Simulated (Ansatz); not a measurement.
# CCSDT(Q)/STO-3G run of BClF2 (chlorodifluoroborane)

What is the vertical singlet–triplet gap of BClF2 (chlorodifluoroborane) at CCSDT(Q)/STO-3G? 

The calculation is run with Ansatz 0.2.0.

66 further runs of the same task are left out: 7 that didn't finish, 59 set aside as unsound or not needed.

**1. The molecule**

BClF2 has 4 atoms, charge 0, and is taken as a singlet. SMILES: `FB(F)Cl`. The shape is that of a PBE0-D4/def2-TZVP optimisation.

Bond lengths: F1–B2 1.310 Å, B2–F3 1.310 Å, B2–Cl4 1.740 Å. Angles: F1–B2–F3 119.0°, F1–B2–Cl4 120.5°, F3–B2–Cl4 120.5°.

**2. The energy at CCSDT(Q)/STO-3G**

File job.yaml:

```yaml
crystal:
  periodic: [false, false, false]
  atoms:
    - {symbol: F, position_ang: [-0.173700, -1.254300, -0.546300]}
    - {symbol: B, position_ang: [-0.067100, -0.041300, -0.062000]}
    - {symbol: F, position_ang: [-1.011600, 0.830100, -0.317700]}
    - {symbol: Cl, position_ang: [1.307900, 0.405300, 0.905700]}
basis:
  gaussian:
    orbitals: STO-3G
accuracy: high
total_charge: 0
correlation:
  method: ccsdt_q
  frozen_orbitals: {B: 1, Cl: 5, F: 1}
scf:
  omitted_lower_state_checks: [cluster_reference, increment]
```

Started as:

```console
$ ansatz run job.yaml --threads 1 --pin off --max-ram 2610MiB --events-out events.jsonl --progress --plain --runs-dir runs
```

What it wrote, cut to the lines that bear on the results:

```text
Warning: RAYON_NUM_THREADS=1 ignored (pool sized by the plan → 1); use --threads N
Functional definition: HF
  name "HF"
[...]
443 factors; integrals over basis functions are off by at most 3.2e-8 eV
[...]
mean field -18372.91535684 eV, -675.1921857546 hartree, gradient 1.9e-8 eV, S^2 0.000000; 0 other end points of the search recorded, 0 dependent functions left out
8 core orbitals not correlated: weight in the atoms' cores, before any rotation towards them, 1.000 or more for the frozen orbitals, at most 0.000 for the correlated occupied ones
reference -18372.91535684 eV, -675.1921857546 hartree; 12, 12 occupied and 4, 4 virtual orbitals, 443 factors
second order -2.38083208 eV of doubles, -0.00000000 eV of singles
cycle   1  -2.46623041 eV  change   -8.5e-2 eV  update   9.5e-2
[...]
cycle  20  -2.91303417 eV  change   7.9e-10 eV  update   1.3e-9
perturbative correction -0.00269562 eV, -0.0000990622 hartree
Total energy: -18375.83108663 eV, -675.2993368481 hartree
Checks for a lower state left out: cluster_reference, increment
```

Run time: 0.62 s. Hardware: 1 thread of Arm Neoverse V1, shared host.

**3. The triplet at the same level**

File input.yaml:

```yaml
crystal:
  periodic: [false, false, false]
  atoms:
    - {symbol: F, position_ang: [-0.173700, -1.254300, -0.546300]}
    - {symbol: B, position_ang: [-0.067100, -0.041300, -0.062000]}
    - {symbol: F, position_ang: [-1.011600, 0.830100, -0.317700]}
    - {symbol: Cl, position_ang: [1.307900, 0.405300, 0.905700]}
basis:
  gaussian: {orbitals: STO-3G}
accuracy: high
scf: {omitted_lower_state_checks: [cluster_reference, increment]}
correlation: {method: ccsdt_q, frozen_orbitals: {B: 1, Cl: 5, F: 1}}
magnetization: {spin_polarized: true, initial_magnetization: 2}
```

Started as:

```console
$ ansatz run input.yaml --threads 1 --pin off --max-ram 2610MiB --events-out events.jsonl --progress --plain --runs-dir runs
```

What it wrote:

```text
Warning: RAYON_NUM_THREADS=1 ignored (pool sized by the plan → 1); use --threads N
[... 15 lines left out ...]
8 core orbitals not correlated: weight in the atoms' cores, before any rotation towards them, 1.000 or more for the frozen orbitals, at most 0.000 for the correlated occupied ones
[... 110 lines left out ...]
Total energy: -18366.59904977 eV, -674.9600657510 hartree
Checks for a lower state left out: cluster_reference, increment
```

Run time: 7.2 s. Hardware: 1 thread of Arm Neoverse V1, shared host; peak memory 0.18 GiB.

**4. Summary of results**

At CCSDT(Q)/STO-3G, 8 core orbitals frozen:

| quantity | value |
| --- | --- |
| singlet: total energy | -675.29934 Eh |
| singlet: correlation energy (8 core orbitals frozen) | -107.2 mEh |
| singlet: T1 diagnostic | 0.014 |
| triplet: total energy | -674.96007 Eh |
| triplet: correlation energy (8 core orbitals frozen) | -84.3 mEh |
| triplet: ⟨S²⟩ of the reference determinant | 2.005 |
| triplet: T1 diagnostic | 0.139 |
| vertical energy of the triplet above the singlet | 9.232 eV |

What this shows: At this shape the triplet lies 9.23 eV (891 kJ/mol) above the singlet. In a minimal basis such a difference can be off by several eV, whatever the method. The T1 diagnostic (triplet) of 0.139 is above the customary mark for such species, so a single reference may not serve.
